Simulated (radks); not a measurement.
**Te³⁶⁺ in [Ne] 3s1 3p4 4s1: an all-electron calculation**

Aim: the levels, the sizes of the orbitals and the parts of the energy of the tellurium ion Te36+.

The numbers are computed with radks (a radial shooting solver on a logarithmic mesh, Libxc functionals) version 1 (scalar-relativistic Kohn-Sham, exchange-only PBE, spin-polarised, spherical densities, finite nucleus; open shells are filled with parallel spins first), except any that are marked as measured or tabulated.

## (1) What is computed

| Item | Value |
| --- | --- |
| element | tellurium (Z = 52) |
| charge | +36 |
| electrons | 16 |
| configuration | [Ne] 3s1 3p4 4s1 |
| nuclear rms radius | 4.7423 fm |

The outer shells:

Te³⁶⁺
```
[Ne] core
3s [↑ ]
3p [↑↓][↑ ][↑ ]
4s [↑ ]
```

## (2) The run

The run's settings:

```text
Z 52
configuration [Ne] 3s1 3p4 4s1 3d0 4p0
relativity scalar-relativistic
functional pbe,
spin polarised
nucleus finite rms 4.7423 fm
c 137.035999084
```

What does the calculation give?

As calculated:

| quantity | value |
| --- | --- |
| total energy | -5689.58489 hartree |
| exchange-correlation share of it | 1.86 % |
| −T/E | 1.0558 |
| highest occupied level | 4s up, -1372.0 eV |
| most extended occupied level | 4s up, <r> = 0.546 bohr |
| radius at density 0.001 e/bohr³ | 1.14 bohr |
| maxima of the radial density | 3 |

What this shows: The radial density shows 3 maxima for 4 occupied principal shells; where shells overlap, one shows as a shoulder or not at all. Relativity lifts −T/E to 1.056. This is not the tabulated ground configuration, so its levels and sizes aren't those of the ground state, and no measured value stands beside it.
